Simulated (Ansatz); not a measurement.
# CCSDT/STO-3G run of SnH3Cl (SMILES [Cl][SnH3])

What is the electronic atomisation energy of SnH3Cl at CCSDT/STO-3G? 

The calculation is run with Ansatz 0.2.0.

59 further runs of the same task are left out: 8 that didn't finish, 51 set aside as unsound or not needed.

**1. The molecule**

The species is SnH3Cl (5 atoms), meant as a singlet with charge 0. SMILES: `[Cl][SnH3]`. Geometry: relaxed at PBE0-D4/def2-TZVP.

Bond lengths: Cl1–Sn2 2.334 Å, Sn2–H3 1.700 Å, Sn2–H4 1.700 Å, Sn2–H5 1.700 Å. Angles: Cl1–Sn2–H3 106.1°, Cl1–Sn2–H4 106.1°, Cl1–Sn2–H5 106.1°, H3–Sn2–H4 112.7°, H3–Sn2–H5 112.7°, H4–Sn2–H5 112.7°.

**2. The energy at CCSDT/STO-3G**

run.yaml

```yaml
crystal:
  periodic: [false, false, false]
  atoms:
    - {symbol: Cl, position_ang: [-1.839400, 0.332400, 1.029900]}
    - {symbol: Sn, position_ang: [0.168900, -0.044500, -0.097500]}
    - {symbol: H, position_ang: [-0.120500, 0.362900, -1.722400]}
    - {symbol: H, position_ang: [0.522700, -1.694200, 0.111100]}
    - {symbol: H, position_ang: [1.318200, 0.969900, 0.637400]}
basis:
  gaussian: {orbitals: STO-3G}
correlation: {method: ccsdt, frozen_orbitals: {Cl: 5, H: 0, Sn: 18}}
accuracy: high
scf: {omitted_lower_state_checks: [cluster_reference, increment]}
```

The run is started by

```
$ ansatz run run.yaml --threads 1 --pin off --max-ram 2610MiB --events-out events.jsonl --progress --plain --runs-dir runs
```

Standard output:

```text
Warning: RAYON_NUM_THREADS=1 ignored (pool sized by the plan → 1); use --threads N
Functional definition: HF
  name "HF"
  exchange = exact_x
  correlation = 0
these checks for a lower state are left out or cut short: cluster_reference, increment
710 factors; integrals over basis functions are off by at most 7.3e-9 eV
mean field evaluation 1: about -174688.1846 eV, gradient 9.3e0 eV
mean field evaluation 2: about -174688.1849 eV, gradient 9.2e0 eV
mean field evaluation 4: about -174688.8064 eV, gradient 3.3e-1 eV
mean field evaluation 8: about -174688.8058 eV, gradient 3.9e-5 eV
mean field -174688.80582630 eV, -6419.6952057910 hartree, gradient 1.5e-8 eV, S^2 0.000000; 0 other end points of the search recorded, 0 dependent functions left out
23 core orbitals not correlated: weight in the atoms' cores, before any rotation towards them, 1.000 or more for the frozen orbitals, at most 0.000 for the correlated occupied ones
reference -174688.80582630 eV, -6419.6952057910 hartree; 12, 12 occupied and 4, 4 virtual orbitals, 710 factors
second order -1.08020055 eV of doubles, -0.00000000 eV of singles
cycle   1  -1.41356341 eV  change   -3.3e-1 eV  update   5.5e-2
cycle   2  -1.62125213 eV  change   -2.1e-1 eV  update   2.2e-2
cycle   3  -1.62886645 eV  change   -7.6e-3 eV  update   4.1e-3
cycle   4  -1.63086461 eV  change   -2.0e-3 eV  update   1.4e-3
cycle   5  -1.63123095 eV  change   -3.7e-4 eV  update   4.0e-4
cycle   6  -1.63123443 eV  change   -3.5e-6 eV  update   1.1e-4
cycle   7  -1.63119476 eV  change    4.0e-5 eV  update   3.3e-5
cycle   8  -1.63118446 eV  change    1.0e-5 eV  update   1.1e-5
cycle   9  -1.63119005 eV  change   -5.6e-6 eV  update   2.4e-6
cycle  10  -1.63119024 eV  change   -2.0e-7 eV  update   7.3e-7
cycle  11  -1.63119038 eV  change   -1.4e-7 eV  update   2.5e-7
cycle  12  -1.63119023 eV  change    1.5e-7 eV  update   7.7e-8
cycle  13  -1.63119020 eV  change    3.0e-8 eV  update   2.5e-8
cycle  14  -1.63119020 eV  change    3.2e-9 eV  update   1.1e-8
cycle  15  -1.63118992 eV  change    2.8e-7 eV  update   1.1e-7
cycle  16  -1.63118979 eV  change    1.3e-7 eV  update   3.7e-8
cycle  17  -1.63118978 eV  change    1.6e-8 eV  update   1.0e-8
cycle  18  -1.63118977 eV  change   6.2e-10 eV  update   3.0e-9
Total energy: -174690.43701607 eV, -6419.7551509095 hartree
Checks for a lower state left out: cluster_reference, increment
```

It took 1.1 s on 1 thread of Arm Neoverse V1, shared host; peak memory 0.1 GiB.

**3. The Cl atom at the same level**

input.yaml

```yaml
crystal:
  periodic: [false, false, false]
  atoms:
    - {symbol: Cl, position_ang: [0.000000, 0.000000, 0.000000]}
basis:
  gaussian:
    orbitals: STO-3G
correlation:
  method: ccsdt
  frozen_orbitals: {Cl: 5}
accuracy: high
scf:
  omitted_lower_state_checks: [cluster_reference, increment]
magnetization:
  spin_polarized: true
  initial_magnetization: 1
```

The run is started by

```
$ ansatz run input.yaml --threads 1 --pin off --max-ram 2610MiB --events-out events.jsonl --progress --plain --runs-dir runs
```

Standard output:

```text
Warning: RAYON_NUM_THREADS=1 ignored (pool sized by the plan → 1); use --threads N
Functional definition: HF
  name "HF"
  exchange = exact_x
  correlation = 0
these checks for a lower state are left out or cut short: cluster_reference, increment
42 factors; integrals over basis functions are off by at most 4.6e-9 eV
mean field evaluation 1: about -12368.7208 eV, gradient 7.8e-1 eV
mean field evaluation 2: about -12368.7224 eV, gradient 7.8e-1 eV
mean field evaluation 4: about -12368.7232 eV, gradient 3.4e-6 eV
mean field evaluation 8: about -12368.7217 eV, gradient 1.1e0 eV
mean field evaluation 16: about -12368.7232 eV, gradient 4.7e-4 eV
mean field -12368.72316544 eV, -454.5421925083 hartree, gradient 1.9e-13 eV, S^2 0.750000; 3 other end points of the search recorded, 0 dependent functions left out
5 core orbitals not correlated: weight in the atoms' cores, before any rotation towards them, 1.000 or more for the frozen orbitals, at most 0.000 for the correlated occupied ones
reference -12368.72316544 eV, -454.5421925083 hartree; 4, 3 occupied and 0, 1 virtual orbitals, 42 factors
second order 0.00000000 eV of doubles, 0.00000000 eV of singles
cycle   1  0.00000000 eV  change     0.0e0 eV  update    0.0e0
cycle   2  0.00000000 eV  change     0.0e0 eV  update    0.0e0
Total energy: -12368.72316544 eV, -454.5421925083 hartree
Checks for a lower state left out: cluster_reference, increment
```

Run time: 0.18 s. Hardware: 1 thread of Arm Neoverse V1, shared host.

**4. The H atom: the energy at UHF/STO-3G**

molecule.yaml

```yaml
crystal:
  periodic: [false, false, false]
  atoms:
    - {symbol: H, position_ang: [0.000000, 0.000000, 0.000000]}
basis:
  gaussian:
    orbitals: STO-3G
magnetization:
  spin_polarized: true
  initial_magnetization: 1
hamiltonian:
  xc: hf
accuracy: high
```

The run is started by

```
$ ansatz run molecule.yaml --threads 1 --pin off --max-ram 2610MiB --events-out events.jsonl --progress --plain --runs-dir runs
```

Standard output:

```text
Warning: RAYON_NUM_THREADS=1 ignored (pool sized by the plan → 1); use --threads N
Functional definition: HF
  name "HF"
  exchange = exact_x
  correlation = 0
1 factors; integrals over basis functions are off by at most 4.6e-10 eV
mean field evaluation 1: about -12.6963 eV, gradient 0.0e0 eV
mean field evaluation 2: about -12.6963 eV, gradient 0.0e0 eV
mean field -12.69633895 eV, -0.4665818504 hartree, gradient 0.0e0 eV, S^2 0.750000; 0 other end points of the search recorded, 0 dependent functions left out
reference -12.69633895 eV, -0.4665818504 hartree; 1, 0 occupied and 0, 1 virtual orbitals, 1 factors
Total energy: -12.69633895 eV, -0.4665818504 hartree
```

Wall time 0.04 s (1 thread of Arm Neoverse V1, shared host).

**5. The Sn atom**

molecule.yaml

```yaml
crystal:
  periodic: [false, false, false]
  atoms:
    - {symbol: Sn, position_ang: [0.000000, 0.000000, 0.000000]}
basis:
  gaussian:
    orbitals: STO-3G
magnetization:
  spin_polarized: true
  initial_magnetization: 2
correlation:
  method: ccsdt
  frozen_orbitals: {Sn: 18}
accuracy: high
scf:
  omitted_lower_state_checks: [cluster_reference, increment]
```

Run the same way, it converges to -5963.21986 Eh (log not shown).

**6. Summary of results**

Level: CCSDT/STO-3G, 23 core orbitals frozen.

| quantity | value |
| --- | --- |
| molecule: total energy | -6419.75515 Eh |
| molecule: correlation energy (23 core orbitals frozen) | -59.9 mEh |
| molecule: T1 diagnostic | 0.004 |
| Cl atom: total energy | -454.54219 Eh |
| Cl atom: correlation energy (5 core orbitals frozen) | 0.0 mEh |
| Cl atom: ⟨S²⟩ of the reference determinant | 0.750 |
| Cl atom: T1 diagnostic | 0.000 |
| H atom: total energy | -0.46658 Eh |
| H atom: ⟨S²⟩ | 0.750 |
| Sn atom: total energy | -5963.21986 Eh |
| Sn atom: correlation energy (18 core orbitals frozen) | -13.7 mEh |
| Sn atom: ⟨S²⟩ of the reference determinant | 2.000 |
| Sn atom: T1 diagnostic | 0.000 |
| electronic atomisation energy | 16.146 eV |

Taking the molecule apart into free atoms costs 16.15 eV (372 kcal/mol), before zero-point energy and without spin-orbit coupling. In a minimal basis such a difference can be off by several eV, whatever the method. Relativity is left out (molecule) although the molecule holds a heavy atom. Relativity is left out (Sn atom) although the molecule holds a heavy atom.
